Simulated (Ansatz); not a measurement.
# CH3BOS: short molecular-dynamics run from a Python script

The task is a short molecular-dynamics run, for CH3BOS.

Computed with Ansatz 0.2.0 through its Python package. Level of theory: BLYP/6-31G.

## 1. Starting point

Bond lengths: O1–C2 1.168 Å, C2–B3 1.540 Å, B3–S4 1.925 Å, C2–H5 1.102 Å, B3–H6 1.192 Å, S4–H7 1.362 Å. Angles: O1–C2–B3 118.3°, O1–C2–H5 121.9°, B3–C2–H5 119.9°, C2–B3–S4 120.6°, C2–B3–H6 120.4°, S4–B3–H6 118.6°, B3–S4–H7 94.2°.

The script holds or builds the structure itself.

## 2. The script

The input, ch3bos_md.py:

```python
# -*- coding: utf-8 -*-
import ansatz as az
import numpy as np

GEOMETRY = """
O    -1.23190    1.72330    0.10740
C    -0.69810    0.81780   -0.40140
B    -0.13910   -0.29930    0.49920
S     0.87360   -1.75150   -0.25570
H    -0.58040    0.75130   -1.49510
H    -0.22540   -0.21890    1.68560
H     2.06260   -1.09080   -0.18570
"""

geometry = az.Crystal.molecule()
for line in GEOMETRY.strip().splitlines():
    symbol, *xyz = line.split()
    geometry = geometry.atom(symbol, [float(v) for v in xyz])

calc = (
    geometry.calculation()
    .basis(gaussian="6-31G")
    .functional("BLYP")
    .md("nve", timestep=0.5, steps=30, temperature=300, initial_velocities="maxwell_boltzmann", seed=39)
)
frames = []
res = calc.session().plan().execute(on_event=lambda e: frames.append(e["data"]) if e["event"] == "md_step" else None)
print("t (fs)   E_pot (eV)      E_kin (eV)   T (K)   d(0-1) (A)")
for f in frames[::3]:
    xyz = np.array(f["positions_ang"])
    print(f"{f['time_fs']:6.2f} {f['lagrangian_ev']:14.5f} {f['e_kin_ev']:10.5f} {f['temperature_k']:8.1f} {np.linalg.norm(xyz[0] - xyz[1]):9.4f}")
kept = np.array([f["conserved_ev"] for f in frames])
print(f"conserved energy moves by at most {1000 * np.ptp(kept):.3f} meV")
```

## 3. The calls as engine input

The package turns the script's settings into the engine's input:

```yaml
crystal:
  periodic: [false, false, false]
  atoms:
    - { symbol: O, position_ang: [-1.2319, 1.7233, 0.1074] }
    - { symbol: C, position_ang: [-0.6981, 0.8178, -0.4014] }
    - { symbol: B, position_ang: [-0.1391, -0.2993, 0.4992] }
    - { symbol: S, position_ang: [0.8736, -1.7515, -0.2557] }
    - { symbol: H, position_ang: [-0.5804, 0.7513, -1.4951] }
    - { symbol: H, position_ang: [-0.2254, -0.2189, 1.6856] }
    - { symbol: H, position_ang: [2.0626, -1.0908, -0.1857] }
basis:
  gaussian:
    orbitals: "6-31G"
hamiltonian:
  xc: blyp
md:
  timestep: 0.5
  n_steps: 30
  ensemble: nve
  temperature: 300.0
  initial_velocities: maxwell_boltzmann
  seed: 39
```

## 4. The run

On the command line:

```console
$ python ch3bos_md.py
```

Without the output at hand: what should come out? Wanted: total energy; dipole moment; mean temperature, second half; farthest move; largest change of the conserved energy.

As calculated:

| quantity | value |
| --- | --- |
| total energy | -14639.8892 eV |
| dipole moment | 2.12 D |
| length of the run | 30 steps, 15 fs |
| mean temperature, second half | 546 K |
| farthest move | 0.48 Å |
| largest change of the conserved energy | 0.29 meV/atom |

**Reading.** The temperature swings between 300 and 1019 K, with a mean of 546 K in the second half; 7 atoms fluctuate widely. The conserved energy stays within 0.29 meV/atom, so the time step holds. 15 fs show the first vibrations only, not equilibrium. What to keep in mind:
- The trajectory is only some femtoseconds long, and gives no averages; where the script doesn't relax first, it starts from a rough generated geometry.
- The temperature counts the internal degrees of freedom alone.
